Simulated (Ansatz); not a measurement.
# GeSiH3ClO (SMILES [SiH3][O][Ge][Cl]): B3LYP/cc-pVDZ

Aim: the vertical singlet–triplet gap of GeSiH3ClO at B3LYP/cc-pVDZ, from 2 runs. 

The results are computed with Ansatz 0.2.0.

125 further runs of the same task are left out: 125 set aside as unsound or not needed.

### 1 The system as given

GeSiH3ClO has 7 atoms, charge 0, and is taken as a singlet. SMILES: `[SiH3][O][Ge][Cl]`. The coordinates come from a PBE0-D4/def2-TZVP relaxation. This is one conformer, not always the lowest.

Bond lengths: Si1–O2 1.655 Å, O2–Ge3 1.768 Å, Ge3–Cl4 2.210 Å, Si1–H5 1.484 Å, Si1–H6 1.484 Å, Si1–H7 1.484 Å. Angles: Si1–O2–Ge3 138.4°, O2–Ge3–Cl4 99.4°, O2–Si1–H5 107.2°, O2–Si1–H6 110.4°, O2–Si1–H7 110.5°, H5–Si1–H6 109.5°, H5–Si1–H7 109.5°, H6–Si1–H7 109.7°.

### 2 The energy at B3LYP/cc-pVDZ

Input file job.yaml:

```yaml
crystal:
  periodic: [false, false, false]
  atoms:
    - {symbol: Si, position_ang: [0.184400, 0.664200, -0.614200]}
    - {symbol: O, position_ang: [0.434500, -0.959500, -0.413800]}
    - {symbol: Ge, position_ang: [0.076600, -2.215900, 0.776900]}
    - {symbol: Cl, position_ang: [-0.991800, -0.995100, 2.277600]}
    - {symbol: H, position_ang: [0.795900, 1.045400, -1.911300]}
    - {symbol: H, position_ang: [-1.268900, 0.965100, -0.643300]}
    - {symbol: H, position_ang: [0.830700, 1.427800, 0.482400]}
basis:
  gaussian:
    orbitals: cc-pVDZ
hamiltonian:
  xc: {name: B3LYP}
accuracy: high
output: {orbitals: {seedname: orbitals}}
```

The run is started by

```sh
$ ansatz run job.yaml --threads 1 --pin off --max-ram 3480MiB --events-out events.jsonl --progress --plain --runs-dir runs
```

What it wrote:

```text
Warning: RAYON_NUM_THREADS=1 ignored (pool sized by the plan → 1); use --threads N
Functional definition: B3LYP
  name "B3LYP"
  parameter a0 = 0.2
  parameter ax = 0.72
  parameter ac = 0.81
  exchange = (1 - a0 - ax)*slater_x + ax*b88_x + a0*exact_x
  correlation = (1 - ac)*vwn_rpa_c + ac*lyp_c
2087 factors; integrals over basis functions are off by at most 4.4e-9 eV
mean field evaluation 1: about -79012.8773 eV, gradient 5.4e1 eV
mean field evaluation 2: about -78971.1003 eV, gradient 1.4e2 eV
mean field evaluation 4: about -79018.1472 eV, gradient 9.5e0 eV
mean field evaluation 8: about -79018.5094 eV, gradient 5.1e-1 eV
mean field evaluation 16: about -79018.5103 eV, gradient 5.4e-5 eV
mean field -79018.51026084 eV, -2903.8766914161 hartree, gradient 3.1e-8 eV, S^2 0.000000; 0 other end points of the search recorded, 0 dependent functions left out
reference -79018.51030094 eV, -2903.8766928894 hartree; 37, 37 occupied and 55, 55 virtual orbitals, 2087 factors
Total energy: -79018.51030094 eV, -2903.8766928894 hartree
```

Wall time 14 s (1 thread of Arm Neoverse V1, shared host); peak memory 0.38 GiB.

### 3 The triplet, same level

Input file job.yaml:

```yaml
crystal:
  periodic: [false, false, false]
  atoms:
    - symbol: Si
      position_ang: [0.184400, 0.664200, -0.614200]
    - symbol: O
      position_ang: [0.434500, -0.959500, -0.413800]
    - symbol: Ge
      position_ang: [0.076600, -2.215900, 0.776900]
    - symbol: Cl
      position_ang: [-0.991800, -0.995100, 2.277600]
    - symbol: H
      position_ang: [0.795900, 1.045400, -1.911300]
    - symbol: H
      position_ang: [-1.268900, 0.965100, -0.643300]
    - symbol: H
      position_ang: [0.830700, 1.427800, 0.482400]
basis:
  gaussian:
    orbitals: cc-pVDZ
magnetization:
  spin_polarized: true
  initial_magnetization: 2
hamiltonian:
  xc: {name: B3LYP}
accuracy: high
output: {orbitals: {seedname: orbitals}}
```

The run is started by

```sh
$ ansatz run job.yaml --threads 1 --pin off --max-ram 3480MiB --events-out events.jsonl --progress --plain --runs-dir runs
```

What it wrote:

```text
Warning: RAYON_NUM_THREADS=1 ignored (pool sized by the plan → 1); use --threads N
Functional definition: B3LYP
  name "B3LYP"
  parameter a0 = 0.2
  parameter ax = 0.72
  parameter ac = 0.81
  exchange = (1 - a0 - ax)*slater_x + ax*b88_x + a0*exact_x
  correlation = (1 - ac)*vwn_rpa_c + ac*lyp_c
2087 factors; integrals over basis functions are off by at most 4.4e-9 eV
mean field evaluation 1: about -79009.9020 eV, gradient 3.7e1 eV
mean field evaluation 2: about -78963.1373 eV, gradient 1.0e2 eV
mean field evaluation 4: about -79014.7834 eV, gradient 6.2e0 eV
mean field evaluation 8: about -79015.1208 eV, gradient 5.3e-1 eV
mean field evaluation 16: about -79015.1227 eV, gradient 9.4e-4 eV
mean field evaluation 32: about -79015.1227 eV, gradient 1.8e-8 eV
mean field -79015.12272452 eV, -2903.7522017525 hartree, gradient 1.8e-8 eV, S^2 2.003217; 2 other end points of the search recorded, 0 dependent functions left out
reference -79015.12276454 eV, -2903.7522032231 hartree; 38, 36 occupied and 54, 56 virtual orbitals, 2087 factors
Total energy: -79015.12276454 eV, -2903.7522032231 hartree
```

It took 29 s on 1 thread of Arm Neoverse V1, shared host; peak memory 0.57 GiB.

### 4 Outcome

Level: B3LYP/cc-pVDZ.

```
                                        quantity           value
                           singlet: total energy  -2903.87669 Eh
                            singlet: HOMO energy        -7.86 eV
                            singlet: LUMO energy        -2.67 eV
                          singlet: HOMO–LUMO gap         5.19 eV
                           triplet: total energy  -2903.75220 Eh
     triplet: HOMO energy (highest over α and β)        -4.61 eV
                                   triplet: ⟨S²⟩           2.003
vertical energy of the triplet above the singlet        3.388 eV
```

At this shape the triplet lies 3.39 eV (327 kJ/mol) above the singlet.
